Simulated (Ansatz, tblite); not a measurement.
# The cluster Li3Al5+: rung by rung

The task here is to estimate one member of a computed series from the others.

Method: as each input shows; program: Ansatz 0.2.0, Gaussian basis.

Plan: GFN1-xTB, GFN2-xTB, PBE-D4/def2-TZVP, r2SCAN-D4/def2-TZVP, B3LYP-D4/def2-TZVP, B2PLYP/def2-TZVP, ωB97X-V/def2-TZVP, PBE-D4/def2-SVP, PBE0-D4/def2-SVP, RPA/def2-TZVP.

7 further runs of the same task are left out: 2 that didn't finish, 5 set aside as unsound or not needed.

## The structure

The geometry is that of the doublet, from an earlier relaxation (PBE-D4/def2-SVP). At that level it is the lowest of the isomers that a small search found.

8 atoms, charge 1, spin multiplicity 2.

Bond lengths: Li1–Al6 2.738 Å, Li2–Al4 2.957 Å, Li2–Al5 2.794 Å, Li2–Al6 2.914 Å, Li3–Al4 2.901 Å, Li3–Al5 2.987 Å, Li3–Al7 2.861 Å, Li3–Al8 2.970 Å, Al4–Al5 2.608 Å, Al4–Al8 2.550 Å, Al5–Al6 2.623 Å, Al6–Al7 2.556 Å, Al6–Al8 2.715 Å, Al7–Al8 2.586 Å. Angles: Al4–Li2–Al5 53.8°, Al4–Li2–Al6 58.7°, Al5–Li2–Al6 54.7°, Al4–Li3–Al5 52.6°, Al4–Li3–Al7 88.9°, Al4–Li3–Al8 51.5°, Al5–Li3–Al7 80.3°, Al5–Li3–Al8 85.6°, Al7–Li3–Al8 52.6°, Li2–Al4–Li3 123.6°, Li2–Al4–Al5 59.9°, Li2–Al4–Al8 114.6°, Li3–Al4–Al5 65.4°, Li3–Al4–Al8 65.7°, Al5–Al4–Al8 103.4° and more.

The ion is computed in the gas phase, without counter-ions or solvent.

PBE0-D4/def2-TZVP was run before; its log isn't repeated, and its numbers join the tables.

Set-up of the first run:

Tight binding, by tblite at 300 K electronic temperature and without a spin-polarisation term:

```python
tblite.interface.Calculator('GFN1-xTB', numbers, positions, charge=1, uhf=1).singlepoint()
```

Tight binding, by tblite at 300 K electronic temperature and without a spin-polarisation term:

```python
tblite.interface.Calculator('GFN2-xTB', numbers, positions, charge=1, uhf=1).singlepoint()
```

start.molden holds the orbitals of an earlier run on this state, given as this run's starting guess.

in.yaml reads:

```yaml
crystal:
  periodic: [false, false, false]
  atoms:
    - {symbol: Li, position_ang: [-1.594576, 1.971019, 1.431252]}
    - {symbol: Li, position_ang: [0.827554, 1.765086, -2.422332]}
    - {symbol: Li, position_ang: [-1.135605, -2.175613, 0.274377]}
    - {symbol: Al, position_ang: [0.798064, -1.070826, -1.584026]}
    - {symbol: Al, position_ang: [-1.282910, 0.442512, -1.155512]}
    - {symbol: Al, position_ang: [0.753803, 1.019779, 0.393675]}
    - {symbol: Al, position_ang: [-0.080400, -0.458185, 2.305191]}
    - {symbol: Al, position_ang: [1.714080, -1.493763, 0.757375]}
basis:
  gaussian: {orbitals: def2-TZVP, initial_orbitals: start.molden}
total_charge: 1
magnetization: {spin_polarized: true, initial_magnetization: 1}
hamiltonian: {xc: pbe, dispersion: d4}
scf: {omitted_lower_state_checks: [starts]}
output: {forces: true, orbitals: {seedname: orbitals}}
```

On the command line:

```sh
$ ansatz run in.yaml --threads 4 --pin off --events-out ev --progress --plain --max-ram 4787MiB
```

Steps of the session up to this table: PBE-D4/def2-TZVP; r2SCAN-D4/def2-TZVP; B3LYP-D4/def2-TZVP; B2PLYP/def2-TZVP; ωB97X-V/def2-TZVP; PBE-D4/def2-SVP; PBE0-D4/def2-SVP; RPA/def2-TZVP.

One of the session's tables, all rows but one given; the rest of the session is left out.

| level | HOMO (eV) | LUMO (eV) | gap (eV) |
| --- | --- | --- | --- |
| PBE-D4/def2-SVP | -7.45 | -6.94 | 0.51 |
| PBE-D4/def2-TZVP | -7.34 | -6.79 | 0.55 |
| r2SCAN-D4/def2-TZVP | -7.54 | -6.61 | 0.93 |
| B3LYP-D4/def2-TZVP | ? | ? | ? |
| PBE0-D4/def2-SVP | -8.09 | -6.36 | 1.73 |
| PBE0-D4/def2-TZVP | -7.98 | -6.18 | 1.80 |
| ωB97X-V/def2-TZVP | -9.47 | -4.60 | 4.87 |

Q: Estimate the row for B3LYP-D4/def2-TZVP from the others.

The run gave: HOMO (eV): -7.68; LUMO (eV): -6.25; gap (eV): 1.42. In the column «HOMO (eV)» it lies between PBE0-D4/def2-TZVP (-7.98) and r2SCAN-D4/def2-TZVP (-7.54).
